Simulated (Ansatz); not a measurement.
**C₆H₇ClO₂Zr: up Jacob's ladder to CCSD(T)**

One table from this session's results is given with a row withheld; the runs are named, their logs left out.

Program: Ansatz 0.2.0, Gaussian basis. Level of theory: functionals in def2-TZVPP, the program's frozen cores in correlated methods. These are calculated values, not measurements.

Levels to be run: LDA (SPW92), PBE-D4, revPBE-D4, BLYP-D4, r2SCAN-D4, B97M-V, PBE0-D4, B3LYP-D4, r2SCANh-D4, r2SCAN0-D4, HSE06-D4, BHLYP-D4, CAM-B3LYP-D4, LC-ωPBE, ωB97X-V, ωB97M-V, B2PLYP, PBE-QIDH; CCSD(T)/def2-SVP; CCSD(T)/def2-TZVPP; MP2/def2-QZVPP; extrapolation to the limit; RPA on PBE.

1 further run of the same task is left out (it didn't finish).

**The geometry**

The geometry comes from an earlier relaxation with PBE0-D4 in a triple-zeta def2 set; it is a stationary point, not always the lowest conformer. Zr takes the def2 core potential; no spin-orbit term is included.

SMILES `[OH][Zr]([OH])([Cl])[c]1ccccc1`, 17 atoms, charge 0, spin multiplicity 1.

Atoms are counted from 1 here; the program's logs count them from 0.

Bond lengths: O1–Zr2 1.909 Å, O1–H11 0.953 Å, Zr2–O3 1.909 Å, Zr2–Cl4 2.372 Å, Zr2–C5 2.209 Å, O3–H12 0.953 Å, C5–C6 1.400 Å, C5–C10 1.400 Å, C6–C7 1.387 Å, C6–H13 1.087 Å, C7–C8 1.388 Å, C7–H14 1.085 Å, C8–C9 1.388 Å, C8–H15 1.084 Å, C9–C10 1.387 Å, C9–H16 1.085 Å, C10–H17 1.087 Å. Angles: Zr2–O1–H11 164.1°, O1–Zr2–O3 114.7°, O1–Zr2–Cl4 111.4°, O1–Zr2–C5 105.5°, O3–Zr2–Cl4 111.4°, O3–Zr2–C5 105.5°, Cl4–Zr2–C5 107.8°, Zr2–O3–H12 163.4°, Zr2–C5–C6 121.3°, Zr2–C5–C10 121.2°, C6–C5–C10 117.4°, C5–C6–C7 121.5°, C5–C6–H13 120.0°, C7–C6–H13 118.5°, C6–C7–C8 119.9°, C6–C7–H14 120.1°, C8–C7–H14 120.0°, C7–C8–C9 119.9° and more.

Set-up of the first run:

Contents of in.yaml:

```yaml
crystal:
  periodic: [false, false, false]
  atoms:
    - {symbol: O, position_ang: [0.974701, -1.746691, -2.646146]}
    - {symbol: Zr, position_ang: [1.765526, -0.730315, -1.237279]}
    - {symbol: O, position_ang: [2.819179, -1.748442, -0.013452]}
    - {symbol: Cl, position_ang: [2.974189, 1.126512, -2.084959]}
    - {symbol: C, position_ang: [0.072428, 0.048594, -0.050755]}
    - {symbol: C, position_ang: [-1.162302, 0.334746, -0.646408]}
    - {symbol: C, position_ang: [-2.201822, 0.899819, 0.077840]}
    - {symbol: C, position_ang: [-2.027845, 1.190945, 1.423283]}
    - {symbol: C, position_ang: [-0.816181, 0.914894, 2.040463]}
    - {symbol: C, position_ang: [0.218281, 0.349638, 1.309164]}
    - {symbol: H, position_ang: [0.809336, -2.381686, -3.337372]}
    - {symbol: H, position_ang: [3.410031, -2.392028, 0.367496]}
    - {symbol: H, position_ang: [-1.324192, 0.111103, -1.697866]}
    - {symbol: H, position_ang: [-3.149288, 1.113071, -0.405266]}
    - {symbol: H, position_ang: [-2.838717, 1.631960, 1.992448]}
    - {symbol: H, position_ang: [-0.679716, 1.140045, 3.092729]}
    - {symbol: H, position_ang: [1.156383, 0.137837, 1.816070]}
basis:
  gaussian: {orbitals: def2-TZVPP}
hamiltonian: {xc: lda}
output: {orbitals: {seedname: orbitals}}
```

Run with:

```sh
$ ansatz run in.yaml --threads 4 --pin off --events-out ev --progress --plain --max-ram 66560MiB --backend cuda --devices 0, --max-vram 37GiB
```

Steps of the session up to this table: LDA; PBE-D4 (GGA); revPBE-D4 (GGA); BLYP-D4 (GGA); r2SCAN-D4 (meta-GGA); B97M-V (meta-GGA); PBE0-D4 (hybrid); B3LYP-D4 (hybrid); r2SCANh-D4 (hybrid); r2SCAN0-D4 (hybrid); HSE06-D4 (hybrid); BHLYP-D4 (hybrid); CAM-B3LYP-D4 (range-separated); LC-ωPBE (range-separated); ωB97X-V (range-separated); ωB97M-V (range-separated); B2PLYP (double hybrid); PBE-QIDH (double hybrid).

One of the session's tables, all rows but one given; the rest of the session is left out.

It belongs to the step «Orbital energies across the functionals». 

| functional | HOMO (eV) | LUMO (eV) | gap (eV) |
| --- | --- | --- | --- |
| LDA (SPW92) | -6.29 | -2.45 | 3.84 |
| PBE-D4 | -6.16 | -2.20 | 3.96 |
| revPBE-D4 | -6.10 | -2.10 | 3.99 |
| BLYP-D4 | ? | ? | ? |
| r2SCAN-D4 | -6.42 | -2.07 | 4.36 |
| B97M-V | -6.39 | -2.01 | 4.38 |
| PBE0-D4 | -7.24 | -1.41 | 5.83 |
| B3LYP-D4 | -7.00 | -1.59 | 5.41 |
| r2SCANh-D4 | -6.82 | -1.78 | 5.05 |
| r2SCAN0-D4 | -7.38 | -1.33 | 6.04 |
| HSE06-D4 | -6.85 | -1.78 | 5.07 |
| BHLYP-D4 | -7.99 | -0.45 | 7.54 |
| CAM-B3LYP-D4 | -8.39 | -0.35 | 8.04 |
| LC-ωPBE | -9.68 | 0.70 | 10.38 |
| ωB97X-V | -9.34 | 0.64 | 9.98 |
| ωB97M-V | -9.26 | 0.56 | 9.83 |

Estimate the missing values for BLYP-D4.

Worked estimate for «HOMO (eV)». Against the share of exact exchange, B3LYP-D4 (0.2, -7.00), BHLYP-D4 (0.5, -7.99) give a slope of -3.30 per unit share; at 0 the line stands at -6.34.

As computed: HOMO (eV): -6.03; LUMO (eV): -2.05; gap (eV): 3.98. In «HOMO (eV)» the line misses by -0.31.
